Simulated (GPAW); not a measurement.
Runs of GPAW 26.7.0 on GaGe3. Symmetry: P6_3/mmc, No. 194, hexagonal system. Conventional cell: a = 5.985 Å, b = 5.985 Å, c = 5.035 Å, α = 90.00°, β = 90.00°, γ = 120.00°. Ge (site symmetry mm2) has 8 Ge at 2.94 to 3.05 Å and 4 Ga at 2.99 to 3.07 Å as nearest neighbours. Around Ga (site symmetry -6m2) lie 12 Ge at 2.99 to 3.07 Å. The cell comes from a database or a generator and needn't be the stable form of this composition.

| level | gap on the mesh (eV) | pressure (GPa) | relaxed volume (Å³/atom) |
| --- | --- | --- | --- |
| PBEsol+D3 | none | 0.0 | 17.67 |
| PBEsol+D3(BJ)+ATM | none | 0.0 | (a) |
| PBEsol | none | 0.0 | (b) |
| PBEsol+D4 | none | 0.0 | 17.57 |
| PBEsol+D3(BJ) | none | 0.0 | 17.34 |

Alike in all rows: task relaxation of cell and atoms; potentials or basis PAW data sets generated in the run's folder for this functional, pw; no spin polarisation; cell relaxed; k mesh 4 × 4 × 4; cutoff (eV) 600; smearing fermi-dirac 0.05 eV.

Q: Fill in the values left out.

A: (a) 17.43; (b) 18.07.

Caveats: later steps reuse the first step's grids; pairwise dispersion overbinds metals, which lowers pressure and volume (some runs).

A k mesh can miss the band edges, and the runs leave out spin-orbit coupling on Ga, Ge.

A gap of «none» marks a metal or a gap under the smearing width.
